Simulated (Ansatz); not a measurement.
# CH4ClGaSe: from a rough start to a minimum

The task is to find a stationary geometry of CH4ClGaSe, check the end point by its vibrations and derive ideal-gas thermochemistry, and look at its orbitals and charge.

Method: RKS PBE0-D4/def2-TZVP; program: Ansatz 0.2.0, Gaussian basis.

Plan: relaxation at PBE0-D4/def2-TZVP; harmonic vibrations at the same level; a single point in def2-TZVPP for the fields.

1 further run of the same task is left out (it didn't finish).

## 1. Where the work starts

SMILES `C[Se][GaH][Cl]`, 8 atoms, charge 0, spin multiplicity 1.

Atoms are counted from 1 here; the program's logs count them from 0.

Bond lengths: C1–Se2 1.984 Å, C1–H5 1.088 Å, C1–H6 1.086 Å, C1–H7 1.088 Å, Se2–Ga3 2.342 Å, Ga3–Cl4 2.093 Å, Ga3–H8 1.573 Å. Angles: Se2–C1–H5 109.5°, Se2–C1–H6 107.1°, Se2–C1–H7 109.4°, H5–C1–H6 110.1°, H5–C1–H7 110.6°, H6–C1–H7 110.1°, C1–Se2–Ga3 94.7°, Se2–Ga3–Cl4 120.7°, Se2–Ga3–H8 122.3°, Cl4–Ga3–H8 117.0°.

The start is a GFN2-xTB geometry.

## 2. Optimising with PBE0-D4/def2-TZVP

Input file in.yaml:

```yaml
crystal:
  periodic: [false, false, false]
  atoms:
    - {symbol: C, position_ang: [-0.314940, 1.348200, -0.353480]}
    - {symbol: Se, position_ang: [0.480290, 0.658230, 1.327580]}
    - {symbol: Ga, position_ang: [0.472060, -1.580490, 0.639780]}
    - {symbol: Cl, position_ang: [-0.325800, -2.125530, -1.216650]}
    - {symbol: H, position_ang: [-1.239350, 0.813600, -0.563210]}
    - {symbol: H, position_ang: [-0.520310, 2.403240, -0.200750]}
    - {symbol: H, position_ang: [0.394460, 1.219320, -1.167680]}
    - {symbol: H, position_ang: [1.053590, -2.736570, 1.534400]}
basis:
  gaussian: {orbitals: def2-TZVP}
hamiltonian: {xc: pbe0, dispersion: d4}
relax: {f_tol: 0.005, max_steps: 150}
```

On the command line:

```
ansatz run in.yaml --threads 2 --pin off --events-out ev --progress --plain --max-ram 32768MiB --backend cuda --devices 0, --max-vram 18GiB
```

The runs that follow: Force constants and modes; Fields at the relaxed geometry.

**Question.** What will the summary of the whole plan be? Wanted: point group; shift from the start; total energy; dispersion term; dipole moment; lowest, highest wavenumber; zero-point energy; HOMO, LUMO.

The runs gave:

| quantity | value |
| --- | --- |
| point group | C1 |
| steps | 9 |
| shift from the start (rms) | 0.057 Å |
| total energy | -131336.0224 eV |
| dispersion term | -192 meV |
| dipole moment | 1.00 D |
| lowest, highest wavenumber | 42, 3201 cm⁻¹ |
| zero-point energy | 29.1 kcal/mol |
| entropy at 298.15 K | 374.1 J/(mol K) |
| HOMO, LUMO | -7.11, -1.38 eV |

In words: The relaxed geometry lies 0.06 Å (rms) from the start; the bond that changed most is Ga3–Cl4, from 2.093 to 2.153 Å. No mode is imaginary: a true minimum at this level. The stiffest mode, 3201 cm⁻¹, is a C–H stretch, and 4 modes under 200 cm⁻¹ make the vibrational entropy uncertain. Harmonic hybrid wavenumbers usually lie a few per cent above measured fundamentals. The largest Mulliken charge, -0.41 e, sits on C1. The HOMO lies mostly on Se2 79 %; Ga3 8 % and the LUMO on Ga3 55 %; H8 19 %.
